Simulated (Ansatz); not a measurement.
**AlGeH8NSi: basis-set convergence**

An exercise on one series of results from a longer session: the logs are not shown, and one member is left open.

Computed with Ansatz 0.2.0, Gaussian basis. Level: one geometry, several basis sets.

Levels to be run: PBE0-D4/def2-SVP; ωB97M-V/def2-SVP; PBE0-D4/def2-QZVPP; ωB97M-V/def2-QZVPP; the functionals' def2-TZVPP values are taken from earlier runs.

**Structure used throughout**

The geometry comes from an earlier relaxation with PBE0-D4 in a triple-zeta def2 set; it is a stationary point, not always the lowest conformer.

SMILES `[AlH2][NH][SiH2][GeH3]`, 12 atoms, charge 0, spin multiplicity 1.

Atoms are counted from 1 here; the program's logs count them from 0.

Bond lengths: Al1–N2 1.784 Å, Al1–H5 1.583 Å, Al1–H6 1.580 Å, N2–Si3 1.730 Å, N2–H7 1.012 Å, Si3–Ge4 2.384 Å, Si3–H8 1.487 Å, Si3–H9 1.492 Å, Ge4–H10 1.542 Å, Ge4–H11 1.540 Å, Ge4–H12 1.540 Å. Angles: N2–Al1–H5 117.4°, N2–Al1–H6 117.9°, H5–Al1–H6 124.8°, Al1–N2–Si3 129.1°, Al1–N2–H7 116.3°, Si3–N2–H7 114.5°, N2–Si3–Ge4 112.0°, N2–Si3–H8 107.1°, N2–Si3–H9 112.0°, Ge4–Si3–H8 109.5°, Ge4–Si3–H9 107.9°, H8–Si3–H9 108.2°, Si3–Ge4–H10 110.5°, Si3–Ge4–H11 111.0°, Si3–Ge4–H12 112.0°, H10–Ge4–H11 107.4°, H10–Ge4–H12 107.6°, H11–Ge4–H12 108.1°.

The first run:

Input file in.yaml:

```yaml
crystal:
  periodic: [false, false, false]
  atoms:
    - {symbol: Al, position_ang: [-1.656216, 2.027665, 0.375962]}
    - {symbol: N, position_ang: [-0.085189, 1.183971, 0.331368]}
    - {symbol: Si, position_ang: [0.296535, -0.436736, 0.799743]}
    - {symbol: Ge, position_ang: [1.119105, -1.723854, -1.030743]}
    - {symbol: H, position_ang: [-1.696036, 3.519721, -0.150825]}
    - {symbol: H, position_ang: [-2.903982, 1.235326, 0.933961]}
    - {symbol: H, position_ang: [0.697321, 1.710522, -0.036740]}
    - {symbol: H, position_ang: [-0.956290, -1.051141, 1.314262]}
    - {symbol: H, position_ang: [1.317540, -0.479793, 1.887198]}
    - {symbol: H, position_ang: [2.355487, -1.046319, -1.654341]}
    - {symbol: H, position_ang: [0.055780, -1.851939, -2.137617]}
    - {symbol: H, position_ang: [1.532846, -3.142526, -0.598229]}
basis:
  gaussian: {orbitals: def2-SVP}
hamiltonian: {xc: pbe0, dispersion: d4}
output: {orbitals: {seedname: orbitals}}
```

Among the steps run: PBE0-D4 in def2-SVP; ωB97M-V in def2-SVP; PBE0-D4 in def2-QZVPP; ωB97M-V in def2-QZVPP.

One table of the session follows, with a row left open; its other results are not shown here.

It belongs to the step «Density functionals: the series». 

```
functional       basis  HOMO (eV)
   PBE0-D4    def2-SVP      -7.27
   PBE0-D4  def2-TZVPP      -7.33
   PBE0-D4  def2-QZVPP      -7.33
   ωB97M-V    def2-SVP          ?
   ωB97M-V  def2-TZVPP      -9.42
   ωB97M-V  def2-QZVPP      -9.43
```

Estimate the missing values for ωB97M-V, def2-SVP.

**Answer.** HOMO (eV): -9.33. In the column «HOMO (eV)» it lies between ωB97M-V, def2-TZVPP (-9.42) and PBE0-D4, def2-TZVPP (-7.33).
